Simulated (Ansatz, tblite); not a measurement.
**(Cl2B-mu-SMe)2 (C2H6B2Cl4S2): one state, many levels**

Aim: run the singlet of (Cl2B-mu-SMe)2 (C2H6B2Cl4S2) at one geometry on many levels, and compare frontier levels, spin and run time.

The runs use Ansatz 0.2.0, Gaussian basis; as each input shows.

Plan: GFN1-xTB, GFN2-xTB, PBE-D4/def2-TZVP, r2SCAN-D4/def2-TZVP, BHLYP-D4/def2-TZVP, LC-ωPBE/def2-TZVP, ωB97M-V/def2-TZVP, PBE+5HF/def2-SVP, PBE+10HF/def2-SVP, PBE+15HF/def2-SVP, PBE+35HF/def2-SVP, PBE+50HF/def2-SVP, PBE-D4/def2-SVP, PBE0-D4/def2-SVP, HF/STO-3G, CCSD(T)/def2-TZVPP, MP2/def2-TZVP, RPA/def2-TZVP.

## (1) The geometry

The singlet was relaxed beforehand with PBE-D4/def2-SVP.

16 atoms, charge 0, spin multiplicity 1.

Bond lengths: B1–Cl2 1.814 Å, B1–Cl3 1.805 Å, B1–S4 2.007 Å, B1–S9 2.007 Å, S4–C5 1.825 Å, S4–B6 2.006 Å, C5–H11 1.106 Å, C5–H12 1.105 Å, C5–H13 1.105 Å, B6–Cl7 1.814 Å, B6–Cl8 1.805 Å, B6–S9 2.008 Å, S9–C10 1.826 Å, C10–H14 1.105 Å, C10–H15 1.106 Å, C10–H16 1.106 Å. Angles: Cl2–B1–Cl3 116.7°, Cl2–B1–S4 113.3°, Cl2–B1–S9 112.9°, Cl3–B1–S4 107.6°, Cl3–B1–S9 107.7°, S4–B1–S9 96.7°, B1–S4–C5 105.3°, B1–S4–B6 82.3°, C5–S4–B6 105.1°, S4–C5–H11 107.5°, S4–C5–H12 110.9°, S4–C5–H13 107.0°, H11–C5–H12 111.0°, H11–C5–H13 110.7°, H12–C5–H13 109.7°, S4–B6–Cl7 112.9°, S4–B6–Cl8 107.7°, S4–B6–S9 96.7° and more.

Geometry (Å):

```csv
atom,x (Å),y (Å),z (Å)
B1,0.5812,-0.0484,-1.6035
Cl2,2.3290,-0.1704,-1.1350
Cl3,0.2156,-0.0357,-3.3707
S4,-0.3524,1.5246,-0.7778
C5,0.5779,1.8889,0.7499
B6,-1.6831,0.1165,-0.2573
Cl7,-2.1102,0.1647,1.5047
Cl8,-3.0561,0.1989,-1.4255
S9,-0.5563,-1.4689,-0.7569
C10,0.3227,-1.9439,0.7711
H11,-0.1596,2.0527,1.5576
H12,1.2632,1.0589,1.0008
H13,1.1608,2.8088,0.5619
H14,-0.1057,-2.9066,1.1046
H15,0.1795,-1.1800,1.5575
H16,1.3935,-2.0601,0.5187
```

PBE0-D4/def2-TZVP was run before; its log isn't repeated, and its numbers join the tables.

## (2) GFN1-xTB

Tight binding, by tblite at 300 K electronic temperature and without a spin-polarisation term:

```python
tblite.interface.Calculator('GFN1-xTB', numbers, positions, charge=0, uhf=0).singlepoint()
```

Energy -949.7709 eV, HOMO -12.35 eV, LUMO -7.10 eV; 0.025 s.

## (3) GFN2-xTB

Tight binding, by tblite at 300 K electronic temperature and without a spin-polarisation term:

```python
tblite.interface.Calculator('GFN2-xTB', numbers, positions, charge=0, uhf=0).singlepoint()
```

Energy -942.7894 eV, HOMO -11.56 eV, LUMO -6.69 eV; 0.029 s.

## (4) PBE-D4/def2-TZVP

start.molden holds the orbitals of an earlier run on this state, given as this run's starting guess.

in.yaml

```yaml
crystal:
  periodic: [false, false, false]
  atoms:
    - {symbol: B, position_ang: [0.581193, -0.048382, -1.603526]}
    - {symbol: Cl, position_ang: [2.328969, -0.170426, -1.134962]}
    - {symbol: Cl, position_ang: [0.215598, -0.035686, -3.370721]}
    - {symbol: S, position_ang: [-0.352435, 1.524628, -0.777815]}
    - {symbol: C, position_ang: [0.577916, 1.888911, 0.749887]}
    - {symbol: B, position_ang: [-1.683071, 0.116519, -0.257277]}
    - {symbol: Cl, position_ang: [-2.110173, 0.164680, 1.504718]}
    - {symbol: Cl, position_ang: [-3.056112, 0.198874, -1.425538]}
    - {symbol: S, position_ang: [-0.556341, -1.468918, -0.756894]}
    - {symbol: C, position_ang: [0.322712, -1.943882, 0.771134]}
    - {symbol: H, position_ang: [-0.159642, 2.052670, 1.557558]}
    - {symbol: H, position_ang: [1.263199, 1.058912, 1.000755]}
    - {symbol: H, position_ang: [1.160811, 2.808812, 0.561868]}
    - {symbol: H, position_ang: [-0.105653, -2.906610, 1.104634]}
    - {symbol: H, position_ang: [0.179495, -1.179983, 1.557492]}
    - {symbol: H, position_ang: [1.393545, -2.060120, 0.518697]}
basis:
  gaussian: {orbitals: def2-TZVP, initial_orbitals: start.molden}
hamiltonian: {xc: pbe, dispersion: d4}
scf: {omitted_lower_state_checks: [starts]}
output: {forces: true, orbitals: {seedname: orbitals}}
```

On the command line:

```sh
$ ansatz run in.yaml --threads 2 --pin off --events-out ev --progress --plain --max-ram 22528MiB --backend cuda --devices 0, --max-vram 18GiB
```

Further steps of the session: r2SCAN-D4/def2-TZVP; BHLYP-D4/def2-TZVP; LC-ωPBE/def2-TZVP; ωB97M-V/def2-TZVP; PBE+5HF/def2-SVP; PBE+10HF/def2-SVP; PBE+15HF/def2-SVP; PBE+35HF/def2-SVP; PBE+50HF/def2-SVP; PBE-D4/def2-SVP; PBE0-D4/def2-SVP; HF/STO-3G; CCSD(T)/def2-TZVPP; MP2/def2-TZVP; RPA/def2-TZVP.

Q: Predict the results of all the runs planned. Wanted: gap in def2-TZVP, named functionals, smallest and largest; gap over the share of exact exchange; correlation energy, CCSD(T)/def2-TZVPP; correlation energy, MP2/def2-TZVP; binding an atom, CCSD(T)/def2-TZVPP; PBE0 total energy, smallest basis above largest.

The runs gave:

| quantity | value |
| --- | --- |
| gap in def2-TZVP, named functionals, smallest and largest | 5.23 eV (PBE-D4), 12.22 eV (LC-ωPBE) |
| gap over the share of exact exchange | 5.56 eV at 0, 9.95 eV at 0.5 |
| correlation energy, CCSD(T)/def2-TZVPP | -51.45 eV |
| correlation energy, MP2/def2-TZVP | -45.41 eV |
| binding an atom, CCSD(T)/def2-TZVPP | 3.661 eV |
| PBE0 total energy, smallest basis above largest | 28.06 eV (def2-SVP, def2-TZVP) |

Orbital gaps of the named functionals in def2-TZVP span 5.23 eV (PBE-D4) to 12.22 eV (LC-ωPBE); exact exchange widens it. Raising the share of exact exchange from 0 to 0.5 moves the HOMO by -2.63 eV and the LUMO by +1.76 eV. A small miss in a minimal or small basis is a cancelling of errors, not accuracy. The functionals in def2-TZVP miss CCSD(T)/def2-TZVPP by -0.015 (BHLYP-D4) to +0.242 eV (PBE-D4) an atom. CCSD(T)/def2-TZVPP isn't at the basis-set limit; small misses against it rank nothing.
